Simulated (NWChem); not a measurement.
# One shape, several levels: B2O2 (diboron dioxide)

We compute a comparison of 6 runs (HF/STO-3G, r2SCAN/aug-cc-pVDZ, PBE0/def2-SVP, PBE/aug-cc-pVDZ, MP2/aug-cc-pVDZ, CCSD(T)/aug-cc-pVDZ) of B2O2 (diboron dioxide). 

The results are computed with NWChem 7.3.0.

### 1 Starting point

The species is B2O2 (4 atoms), meant as a singlet with charge 0. SMILES: `O=BB=O`. The shape is that of a PBE0-D4/def2-TZVP optimisation.

Bond lengths: O1–B2 1.197 Å, B2–B3 1.640 Å, B3–O4 1.197 Å. Angles: O1–B2–B3 180.0°, B2–B3–O4 180.0°.

### 2 Energy and forces at HF/STO-3G (run 1)

Contents of run.nw:

```
start run
memory total 2200 mb

geometry units atomic noautosym nocenter noautoz
  O   -1.40423659   0.86882048   3.43486069
  B   -0.57126421   0.35351107   1.39673437
  B    0.57098075  -0.35322761  -1.39692335
  O    1.40450115  -0.86912284  -3.43467172
end

basis "ao basis" spherical bse
  * library STO-3G
end

scf
  thresh 1e-08
  maxiter 80
  noprint "final vectors analysis"
end

task scf gradient
```

Command:

```sh
$ nwchem run.nw > run.out
```

The log of the run:

```text
[...]
  functions       =    20
[...]
  wavefunction    = RHF
[...]
         Total SCF energy =   -196.527763537524
      One-electron energy =   -403.664021806035
      Two-electron energy =    140.374035329007
 Nuclear repulsion energy =     66.762222939504
        Time for solution =      0.7s
[...]
                         RHF ENERGY GRADIENTS
    atom               coordinates                        gradient
                 x          y          z           x          y          z
   1 O      -1.404237   0.868820   3.434861   -0.017536   0.010848   0.042922
   2 B      -0.571264   0.353511   1.396734    0.011624  -0.007191  -0.028462
   3 B       0.570981  -0.353228  -1.396923   -0.011642   0.007211   0.028443
   4 O       1.404501  -0.869123  -3.434672    0.017554  -0.010868  -0.042903
[...]
```

Wall time 1.4 s (1 thread of Intel Xeon Platinum 8259CL at 2.50GHz (Skylake/Cascade Lake), shared host); peak memory 0.1 GiB.

### 3 Energy and forces at r2SCAN/aug-cc-pVDZ (run 2)

Contents of work.xyz:

```xyz
4
B2O2 r2SCAN
O     -0.743090     0.459760     1.817650
B     -0.302300     0.187070     0.739120
B      0.302150    -0.186920    -0.739220
O      0.743230    -0.459920    -1.817550
```

Contents of run.py:

```python
from ase.io import read
from ase.calculators.nwchem import NWChem

mol = read('work.xyz')

calc = NWChem(
    label='work',
    theory='dft',
    memory='2200 mb',
    basis='aug-cc-pVDZ',
    basispar='spherical bse',
    dft={'xc': 'r2scan', 'mult': '1', 'grid': 'fine', 'convergence': 'energy 1e-08', 'iterations': '100', 'mulliken': None, 'print': 'low'},
)
mol.calc = calc

forces = mol.get_forces()
print("Total energy (eV):", round(mol.get_potential_energy(), 6))
print("forces (eV/A):")
for s, f in zip(mol.symbols, forces):
    print(f"{s:2s} {f[0]:10.5f} {f[1]:10.5f} {f[2]:10.5f}")
```

Command:

```sh
$ export ASE_NWCHEM_COMMAND="nwchem PREFIX.nwi > PREFIX.nwo"
$ python run.py
```

The log of the run:

```text
Total energy (eV): -5446.41116
forces (eV/A):
O    -0.36654    0.22677    0.89639
B     0.39091   -0.24179   -0.95599
B    -0.39096    0.24179    0.95624
O     0.36659   -0.22677   -0.89665
```

The calculator wrote work.nwi:

```
title "work"

permanent_dir work

scratch_dir work

start work

geometry units angstrom nocenter noautosym noautoz
  O  -7.4309000000000003e-01 4.5976000000000000e-01 1.8176500000000000e+00
  B  -3.0230000000000001e-01 1.8706999999999999e-01 7.3912000000000000e-01
  B  3.0214999999999997e-01 -1.8692000000000000e-01 -7.3921999999999999e-01
  O  7.4322999999999995e-01 -4.5992000000000000e-01 -1.8175500000000000e+00
end

memory 2200 mb

basis spherical bse noprint
   * library aug-cc-pVDZ
end

dft
  xc r2scan
  mult 1
  grid fine
  convergence energy 1e-08
  iterations 100
  mulliken
  print low
end

task dft gradient
```

work.nwo:

```text
Northwest Computational Chemistry Package (NWChem) 7.3.0
             --------------------------------------------------------

           Job information
           ---------------

    nwchem branch   = 7.3.0
    use scalapack   = T
    input           = work.nwi
    prefix          = work.
    data base       = work/work.db
    status          = startup
    nproc           =        1

           Memory information
           ------------------

[... 5 lines left out ...]
    hardfail = no
[... 36 lines left out ...]
            Nuclear Dipole moment (a.u.)
[... 75 lines left out ...]
         Total DFT energy =     -200.151920034092
[... 1 line left out ...]
           Coulomb energy =      163.183721888106
[... 1 line left out ...]
 Nuclear repulsion energy =       66.762227766764
[... 27 lines left out ...]
                         DFT ENERGY GRADIENTS

    atom               coordinates                        gradient
                 x          y          z           x          y          z
   1 O      -1.404236   0.868820   3.434860    0.007128  -0.004410  -0.017432
   2 B      -0.571264   0.353511   1.396734   -0.007602   0.004702   0.018591
   3 B       0.570981  -0.353228  -1.396923    0.007603  -0.004702  -0.018596
   4 O       1.404501  -0.869123  -3.434671   -0.007129   0.004410   0.017437

 Task  times  cpu:       37.3s     wall:       37.3s
 Total times  cpu:       37.4s     wall:       37.4s
```

Run time: 39 s. Hardware: 1 thread of Intel Xeon Platinum 8259CL at 2.50GHz (Skylake/Cascade Lake), shared host; peak memory 0.12 GiB.

Runs 3 to 4 aren't shown in full; the table further down has their settings and results.

### 4 Energy and forces at MP2/aug-cc-pVDZ (run 5)

Contents of b2o2.nw:

```
start b2o2
title "B2O2"
memory stack 880 mb heap 220 mb global 1100 mb
charge 0

geometry units angstrom noautosym nocenter noautoz
  O    -0.743090    0.459760    1.817650
  B    -0.302300    0.187070    0.739120
  B     0.302150   -0.186920   -0.739220
  O     0.743230   -0.459920   -1.817550
end

basis "ao basis" spherical bse
  * library aug-cc-pVDZ
end

scf
  thresh 1e-08
  maxiter 80
  print low
end

mp2
  freeze core 4
  tight
end

task mp2 gradient
```

Command:

```sh
$ nwchem b2o2.nw > b2o2.out
```

The log of the run:

```text
[...]
  functions       =    92
[...]
  wavefunction    = RHF
[...]
         Total SCF energy =   -199.207666680346
      One-electron energy =   -404.755579706939
      Two-electron energy =    138.785685259829
 Nuclear repulsion energy =     66.762227766764
        Time for solution =     39.7s
[...]
          Total MP2 energy          -199.749337283750
[...]
                         mp2 ENERGY GRADIENTS
    atom               coordinates                        gradient
                 x          y          z           x          y          z
   1 O      -1.404236   0.868820   3.434860    0.016248  -0.010052  -0.039745
   2 B      -0.571264   0.353511   1.396734   -0.013750   0.008506   0.033636
   3 B       0.570981  -0.353228  -1.396923    0.013756  -0.008511  -0.033638
   4 O       1.404501  -0.869123  -3.434671   -0.016254   0.010058   0.039747
[...]
```

Wall time 99 s (1 thread of Intel Xeon Platinum 8259CL at 2.50GHz (Skylake/Cascade Lake), shared host); peak memory 0.25 GiB.

### 5 The energy at CCSD(T)/aug-cc-pVDZ (run 6)

Contents of b2o2.nw:

```
start b2o2
title "diboron dioxide"
memory 2200 mb
charge 0

geometry units angstroms noautosym nocenter noautoz
  O       -0.743090       0.459760       1.817650
  B       -0.302300       0.187070       0.739120
  B        0.302150      -0.186920      -0.739220
  O        0.743230      -0.459920      -1.817550
end

basis spherical bse
  O library aug-cc-pVDZ
  B library aug-cc-pVDZ
end

scf
  thresh 1e-08
  maxiter 80
  print low
end

ccsd
  freeze core 4
  maxiter 60
end

task ccsd(t) energy
```

Command:

```sh
$ nwchem b2o2.nw > b2o2.out
```

The log of the run:

```text
[...]
  functions       =    92
[...]
  wavefunction    = RHF
[...]
         Total SCF energy =   -199.207666680346
      One-electron energy =   -404.755579706939
      Two-electron energy =    138.785685259829
 Nuclear repulsion energy =     66.762227766764
        Time for solution =     30.8s
[...]
 Total MP2 energy:           -199.749337283750208
[...]
             energy      energy      error      ampl     ampl      Block
                                                time     time      time
[...]
 Total CCSD energy:           -199.751054613796242
[...]
 Total CCSD+T(CCSD) energy:           -199.777269219133160
[...]
 Total CCSD(T) energy:                -199.773587068589080
[...]
```

Run time: 4.2 min. Hardware: 1 thread of Intel Xeon Platinum 8259CL at 2.50GHz (Skylake/Cascade Lake), shared host; peak memory 0.24 GiB.

### 6 The series

| run | level | iteration cap | module | energy (Eh) | dipole moment (D) | largest force (eV/Å) | wall time |
| --- | --- | --- | --- | --- | --- | --- | --- |
| 1 | HF/STO-3G | 80 | scf | -196.527764 | 0.00 | 2.449 | 1.4 s |
| 2 | r2SCAN/aug-cc-pVDZ | 100 | dft | -200.151920 | – | 1.061 | 39 s |
| 3 | PBE0/def2-SVP | 100 | dft | -199.851760 | 0.00 | 0.249 | 15 s |
| 4 | PBE/aug-cc-pVDZ | 100 | dft | -200.029631 | 0.00 | 1.784 | 34 s |
| 5 | MP2/aug-cc-pVDZ | 80 | mp2 | -199.749337 | 0.00 | 2.268 | 99 s |
| 6 | CCSD(T)/aug-cc-pVDZ | 80 | ccsd(t) | -199.773587 | – | – | 4.2 min |

### 7 What came out

```
                                          quantity          value
                               run 6: total energy  -199.77359 Eh
run 6: correlation energy (4 core orbitals frozen)     -565.9 mEh
                             run 6: (T) correction     -22.53 mEh
```

In words: Totals of different functionals can't be ranked against each other. In run 1 the basis is minimal, so the values are rough. All runs together took 7.4 min, the longest 4.2 min.
